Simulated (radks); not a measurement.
# Valence configurations of W

An exercise on one series of results from a longer session: the logs are not shown, and one member is left open.

The numbers are computed with radks (a radial shooting solver on a logarithmic mesh, Libxc functionals) version 1 (Dirac Kohn-Sham, BLYP, spin-unpolarised, spherical densities, finite nucleus; open shells fill j = l - 1/2 first), except any that are marked as measured or tabulated.

### The atom as given

| Quantity | Value |
| --- | --- |
| element | tungsten (Z = 74) |
| charge | 0 |
| electrons | 74 |
| configuration | [Xe] 4f14 5d4 6s2 |
| nuclear rms radius | 5.3658 fm |
| others tried | 4f14 5d4.5 6s1.5; 4f14 5d4 6s1.5 6p0.5; 4f13.5 5d4.5 6s1.5 6p0.5; 4f13 5d5 6s2; 4f13 5d4 6s2 6p1; 4f14 5d3 6s2 6p1; 4f14 5d5 6s1; 4f14 5d2 6s2 6p2; 4f13 5d2 6s2 6p3 |

The first run:

Input:

```text
Z 74
configuration [Xe] 4f14 5d4 6s2
relativity Dirac
functional b88,lyp
spin unpolarised
j_filling energy
nucleus finite rms 5.3658 fm
c 137.035999084
```

Steps of the session up to this table: [Xe] 4f14 5d4 6s2.

One of the session's tables, all rows but one given; the rest of the session is left out.

It belongs to the step «[Xe] 4f14 5d4 6s2». From the orbitals of this run (lengths in bohr):

```
level     <r>  outermost maximum (interpolated)  90 % within  nodes
5s1/2   1.069                             0.963         1.54      4
5p1/2   1.179                              1.03         1.72      3
5p3/2   1.285                              1.12         1.88      3
4f5/2  0.6034                             0.426         1.00      0
4f7/2       ?                                 ?            ?      ?
6s1/2   3.208                              2.66         4.79      5
5d3/2   2.047                              1.48         3.32      2
5d5/2   2.153                              1.53         3.51      2
```

Estimate the missing values for 4f7/2.

**Answer.** <r>: 0.6131; outermost maximum (interpolated): 0.431; 90 % within: 1.02; nodes: 0. In the column «<r>» it lies between 4f5/2 (0.6034) and 5s1/2 (1.069).
